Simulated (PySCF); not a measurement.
# Ru (Ru2+): the cost of one run

Programs: PySCF 2.14.0, with routines of our own; each step states its level. All values are computed. Atoms count from 0.

### 1 The starting structure

1 atom, charge 2, states of the metal's open shell are computed; geometry from: free ion.

### 2 Ligand-field states: state-averaged CASSCF

What the job is given:

```
{"job": {"kind": "lf", "basis": {"metal": "x2c-TZVPall", "ligand": "x2c-SVPall"}, "nevpt": true}, "charge": 2, "metal": "Ru", "open_shell": "d6"}
Ru     0.000000     0.000000     0.000000
```

Method: state-averaged CASSCF of the metal d shell, SC-NEVPT2 on the averaged canonical orbitals, state-interaction spin-orbit coupling.

The run is started by

```sh
OMP_NUM_THREADS=1 python lf_run.py task.json out
```

This one command runs all jobs of the session in turn.

**Question.** How long does this first job take on 1 thread of Arm Neoverse V1, shared host, and how much memory does it need?

About 7.4 s, with a peak of 0.2 GiB.
